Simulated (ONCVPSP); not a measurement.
**Gadolinium: generating and testing an ONCV potential**

Do these settings give a usable potential? It is generated, then checked for transferability, scattering, ghosts and hardness.

Method: ONCVPSP 4.0.1, PBE, scalar-relativistic.

### 1 Starting point

Typed settings, in words:

```
element                 : gadolinium (Gd, Z = 64)
type                    : optimised norm-conserving Vanderbilt (ONCV)
frozen core             : [Kr] 4d10
valence charge          : 18
reference configuration : 4f7 5s2 5p6 5d1 (charge +2)
partial waves           : 5s: rc 2.25 bohr, ncon 4, nbas 9, qcut 5.3 1/bohr, 3 projectors, debl 0.8 Ha; 5p: rc 2.05 bohr, ncon 3, nbas 7, qcut 7.1 1/bohr, 2 projectors, debl 1.6 Ha; 5d: rc 3.00 bohr, ncon 3, nbas 7, qcut 5.9 1/bohr, 2 projectors, debl 0.6 Ha; 4f: rc 1.05 bohr, ncon 4, nbas 9, qcut 19.6 1/bohr, 2 projectors, debl 1.7 Ha
local potential         : polynomial inside 1.05 bohr (lpopt 5, dvloc0 1 Ha)
core correction         : not asked for
```

The outer shells as boxes (Hund's rule for the drawing; the calculation is spin-unpolarised):

```
[Kr] core
4d [↑↓][↑↓][↑↓][↑↓][↑↓]
4f [↑ ][↑ ][↑ ][↑ ][↑ ][↑ ][↑ ]
5s [↑↓]
5p [↑↓][↑↓][↑↓]
5d [↑ ][  ][  ][  ][  ]
```

### 2 The generation run

Gd.dat reads:

```
# ATOM AND REFERENCE CONFIGURATION
# atsym  z   nc   nv     iexc    psfile
  Gd 64.00    9    4        4      upf
#
#   n    l    f
    1    0    2.00
    2    0    2.00
    2    1    6.00
    3    0    2.00
    3    1    6.00
    3    2   10.00
    4    0    2.00
    4    1    6.00
    4    2   10.00
    4    3    7.00
    5    0    2.00
    5    1    6.00
    5    2    1.00
#
# PSEUDOPOTENTIAL AND OPTIMIZATION
# lmax
    3
#
#   l,   rc,      ep,       ncon, nbas, qcut
    0    2.25    0.00    4    9    5.30
    1    2.05    0.00    3    7    7.10
    2    3.00    0.00    3    7    5.90
    3    1.05    0.00    4    9   19.60
#
# LOCAL POTENTIAL
# lloc, lpopt,  rc(5),   dvloc0
    4    5    1.05    1.00
#
# VANDERBILT-KLEINMAN-BYLANDER PROJECTORs
# l, nproj, debl
    0    3    0.80
    1    2    1.60
    2    2    0.60
    3    2    1.70
#
# MODEL CORE CHARGE
# icmod, fcfact, rcfact
    0    0.00    0.00
#
# LOG DERIVATIVE ANALYSIS
# epsh1, epsh2, depsh
   -4.00    5.00    0.02
#
# OUTPUT GRID
# rlmax, drl
    6.00    0.01
#
# TEST CONFIGURATIONS
# ncnf
    4
# nvcnf
#   n    l    f
    5
    4    3    7.00
    5    0    2.00
    5    1    6.00
    5    2    1.00
    6    0    2.00
#
    5
    4    3    7.00
    5    0    2.00
    5    1    6.00
    5    2    1.00
    6    0    1.00
#
    4
    4    3    7.00
    5    0    2.00
    5    1    6.00
    5    2    0.00
#
    6
    4    3    7.00
    5    0    2.00
    5    1    6.00
    5    2    0.00
    6    0    2.00
    6    1    1.00
#
```

Launch:

```console
$ oncvpsp.x < Gd.dat > Gd.out
```

**Question.** What will these runs give? Wanted: cutoffs for 1 and 0.1 mHa per electron, occupied waves; bound ghosts; GHOST(+) flags; largest test error; largest phase difference near zero energy, channels read; projector energies reset by the program.

As calculated:

| quantity | value |
| --- | --- |
| cutoffs for 1 and 0.1 mHa per electron, occupied waves | 138 Ha and 154 Ha |
| bound ghosts | none found |
| GHOST(+) flags | s at -21 eV, p at 92 eV |
| largest test error (AE − PS) | -6.3 meV, for 4f7 5s2 5p6 5d0 |
| largest phase difference near zero energy, channels read | 0.000 rad |
| projector energies reset by the program | s: -2.334, 0.050, 0.850 Ha |

The worst unpolarised test, 4f7 5s2 5p6 5d0, is off by 6.3 meV on 19.8 eV; by total energies transferability rates as good. The potential is very hard: the looser tolerance needs 138 Ha. At the looser tolerance the 4f wave is the slowest; 5p needs 15 Ha. The program's ghost test flags no bound state. Near zero energy the phases of the channels with partial waves agree within 0.001 rad. The program also flags highly localised states, GHOST(+) (s, p). All of this concerns the isolated atom, not yet a solid.
